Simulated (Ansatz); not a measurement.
Ba2Tl5V3O12:

```xyz
22
Lattice="4.2370 2.4462 6.1284 -4.2370 2.4462 6.1284 0.0000 -4.8924 6.1284" Properties=species:S:1:pos:R:3 pbc="T T T"
Ba    0.0000    0.0000    9.1926
Ba    0.0000    0.0000    0.0000
V     0.0000    2.4462    6.1284
V    -2.1185   -1.2231    6.1284
V     2.1185   -1.2231    6.1284
Tl    0.0000   -2.4462    3.0642
Tl    2.1185    1.2231    3.0642
Tl   -2.1185    1.2231    3.0642
Tl    0.0000    0.0000   13.6133
Tl    0.0000    0.0000    4.7719
O     2.6932   -0.0671    7.4143
O    -1.2885    2.3659    7.4143
O    -1.4047   -2.2988    7.4143
O    -1.4047    2.2988   10.9708
O     2.6932    0.0671   10.9708
O    -1.2884   -2.3659   10.9708
O    -2.6932    0.0671   10.9708
O     1.2884   -2.3659   10.9708
O     1.4047    2.2988   10.9708
O     1.4047   -2.2988    7.4143
O    -2.6932   -0.0671    7.4143
O     1.2885    2.3659    7.4143
```

The cell was built by a generator and needn't be a form met in nature.

Base run:

```yaml
Program: Ansatz 0.2.0
Functional: PBEsol
Potentials_or_basis: all-electron LAPW, scalar-relativistic
Cutoff: 423 eV (chosen from the basis error)
Basis_error_allowed: 0.003 eV/atom
k_mesh: 3 × 3 × 3
Occupations: fermi-dirac, width 0.05 eV
Spin: collinear spin, ferromagnetic start
Starting_moments: "[0.0, 0.0, 2.0, 2.0, 2.0, 0.0, 0.0, 0.0, 0.0, 0.0, 0.0, 0.0, 0.0, 0.0, 0.0, 0.0, 0.0, 0.0, 0.0, 0.0, 0.0, 0.0] μB"
```

Its results: pressure -4.3 GPa; net moment 1.04 μB per cell; site moments Ba +0.00, -0.00; V +0.25; Tl +0.00, +0.01; O -0.01 μB; largest force 0.244 eV/Å.

The run is repeated on the same cell with these changes: functional from PBEsol to PBE; k mesh from 3 × 3 × 3 to 4 × 4 × 4. What comes out?

Pressure 0.0 GPa; net moment 1.10 μB per cell; site moments Ba +0.00, -0.00; V +0.28; Tl -0.00, +0.01; O -0.01 μB; largest force 0.016 eV/Å.

Several settings changed at once, so the effect can't be laid on one alone.

Caveats: the k mesh is thin for a metal, which can move the energy by tens of meV per atom (some runs).
